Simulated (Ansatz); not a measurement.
# CuRuF3 (element-swapped structure): how the settings move a single-point run

Aim: see which settings change the result for CuRuF3 (element-swapped structure), by how much, and at what cost.

Computed with Ansatz 0.2.0 (reference: DFT r2SCAN, plane waves, PAW, scalar-relativistic, no spin polarisation, unless a step's input says otherwise).

## (1) The starting structure

The structure is cubic, space group Pm-3m (No. 221). The conventional cell has a = 3.534 Å, b = 3.534 Å, c = 3.534 Å, α = 90.00°, β = 90.00°, γ = 90.00°. Around Cu (site symmetry m-3m) lie 12 F at 2.50 Å. Ru (site symmetry m-3m) has 6 F at 1.77 Å as nearest neighbours. F (site symmetry 4/mmm) has 2 Ru at 1.77 Å and 4 Cu at 2.50 Å as nearest neighbours.

Coordinates:

```cif
data_structure
_symmetry_space_group_name_H-M 'Pm-3m'
_symmetry_Int_Tables_number 221
_cell_length_a 3.5344
_cell_length_b 3.5344
_cell_length_c 3.5344
_cell_angle_alpha 90.000
_cell_angle_beta 90.000
_cell_angle_gamma 90.000
_cell_volume 44.15
loop_
_atom_site_label
_atom_site_type_symbol
_atom_site_symmetry_multiplicity
_atom_site_Wyckoff_symbol
_atom_site_fract_x
_atom_site_fract_y
_atom_site_fract_z
_atom_site_occupancy
Cu1 Cu 1 b 0.50000 0.50000 0.50000 1
Ru1 Ru 1 a 0.00000 0.00000 0.00000 1
F1 F 3 d 0.50000 0.00000 0.00000 1
```

## (2) The reference run

input.yaml

```yaml
crystal:
  lattice:
    - [3.53439468, 0.0, 0.0]
    - [0.0, 3.53439468, 0.0]
    - [0.0, 0.0, 3.53439468]
  atoms:
    - { symbol: Cu, position: [0.5, 0.5, 0.5] }
    - { symbol: Ru, position: [0.0, 0.0, 0.0] }
    - { symbol: F, position: [0.5, 0.0, 0.0] }
    - { symbol: F, position: [0.0, 0.5, 0.0] }
    - { symbol: F, position: [0.0, 0.0, 0.5] }
  symmetry: { tolerance: 0.0003 }
kpoints:
  mp_grid: { grid: [5, 5, 5], shift: [0, 0, 0] }
magnetization:
  spin_polarized: false
scf:
  occupations: { method: gaussian, width: 0.015 }
hamiltonian:
  pseudopotentials: { kind: paw }
  xc: r2scan
basis:
  ecutwfc: 500
output:
  forces: true
  stress: true
  eigenvalues: true
```

Launch:

```bash
ansatz run input.yaml --threads 1 --pin off --max-ram 2560MiB --backend cpu --events-out ev --progress --plain --runs-dir out
```

## (3) Changing settings: occupations.method tetrahedron_uncorrected, width left to its default

Edit input.yaml of step 2 so:

```diff
@@ -17,3 +17,3 @@
 scf:
-  occupations: { method: gaussian, width: 0.015 }
+  occupations: { method: tetrahedron_uncorrected }
 hamiltonian:
@@ -27 +27,5 @@
   eigenvalues: true
+  write_density: true
+  write_potential: true
+  elf: true
+  volumetric_format: npy
```

## (4) Changing settings: eigensolver.kind davidson, hubbard.sites [{species: Cu, l: d, u_eff: 1.0}], hubbard.double_counting fll

Edit input.yaml of step 2 so:

```diff
@@ -18,2 +18,3 @@
   occupations: { method: gaussian, width: 0.015 }
+  eigensolver: { kind: davidson }
 hamiltonian:
@@ -21,2 +22,3 @@
   xc: r2scan
+  hubbard: { sites: [{ species: Cu, l: d, u_eff: 1.0 }], double_counting: fll }
 basis:
```

## (5) Changing settings: mp_grid.grid [3, 3, 3]

Edit input.yaml of step 2 so:

```diff
@@ -13,3 +13,3 @@
 kpoints:
-  mp_grid: { grid: [5, 5, 5], shift: [0, 0, 0] }
+  mp_grid: { grid: [3, 3, 3], shift: [0, 0, 0] }
 magnetization:
@@ -27 +27,5 @@
   eigenvalues: true
+  write_density: true
+  write_potential: true
+  elf: true
+  volumetric_format: npy
```

## (6) Variant: chi_scale 0.3

Edit input.yaml of step 2 so:

```diff
@@ -18,2 +18,3 @@
   occupations: { method: gaussian, width: 0.015 }
+  initial_density: { chi_scale: 0.3 }
 hamiltonian:
```

Q: Predict the outcome of this session. Wanted: for each run, ending; energy change; pressure; gap; force.

**Answer**, as computed:

| run | ending | energy change | pressure (GPa) | gap (eV) | force (eV/Å) | cycles | time |
| --- | --- | --- | --- | --- | --- | --- | --- |
| reference | converged | 0 | 123.7 | 0.00 | 0.00 | 9 | 3.8 s (other work) |
| 1: occupations.method tetrahedron_uncorrected, width left to its default | converged | +23.2 meV/atom (σ→0) | 124.3 | 0.00 | 0.00 | 9 | 4.2 s |
| 2: eigensolver.kind davidson, hubbard.sites [{species: Cu, l: d, u_eff: 1.0}], hubbard.double_counting fll | converged | +2.2 meV/atom (with the U term) | 123.7 | 0.00 | 0.00 | 10 | 7 s |
| 3: mp_grid.grid [3, 3, 3] | converged | +64.0 meV/atom | 124.9 | 0.00 | 0.00 | 15 | 3.6 s |
| 4: chi_scale 0.3 | converged | 0.0 meV/atom | 123.7 | 0.00 | 0.00 | 12 | 4.6 s |

Times don't compare one to one where runs were asked for different outputs or read a saved state (see the inputs); cycles count all SCF loops of a run, searches for a lower state included, where those made up much of it.

Residual by cycle in the longest SCF loop of each run; runs are numbered as in the table. The quantity is the density residual dr2, in eV.

```
cycle  reference    run 1    run 2    run 3    run 4
    1      0.226    0.224     21.7    0.263      356
    2     0.0256   0.0467     1.11    0.665     37.9
    4    0.00148  0.00129    0.106   0.0586     1.19
    5     1.7e-4   2.3e-4   0.0237  0.00529    0.307
    6     2.8e-5   6.6e-5  0.00319    0.051   0.0924
    7     3.4e-6   1.4e-6  0.00121   0.0317  0.00633
    9     2.5e-8   1.6e-8   9.4e-7   3.0e-6   9.1e-6
   10          -        -   4.0e-8   1.3e-4   1.0e-6
   11          -        -        -   6.4e-4   1.9e-7
   12          -        -        -   3.1e-5   1.6e-8
   14          -        -        -   1.0e-6        -
   15          -        -        -   1.0e-8        -
```

What this shows: Among the runs that keep the physical model, «mp_grid.grid [3, 3, 3]» moves the energy most (+64.0 meV/atom) and «chi_scale 0.3» least (0.0 meV/atom). The sound run has no spin polarisation; with Cu and Ru present, a magnetic state may lie lower.

The reference has limits of its own: it is run without spin, though an odd electron count or open d shells could carry moments; its mesh is coarse for a cell with so small a gap or none; the cell is far from equilibrium (124 GPa), so its values aren't those of the relaxed material; the structure is made up and not relaxed.
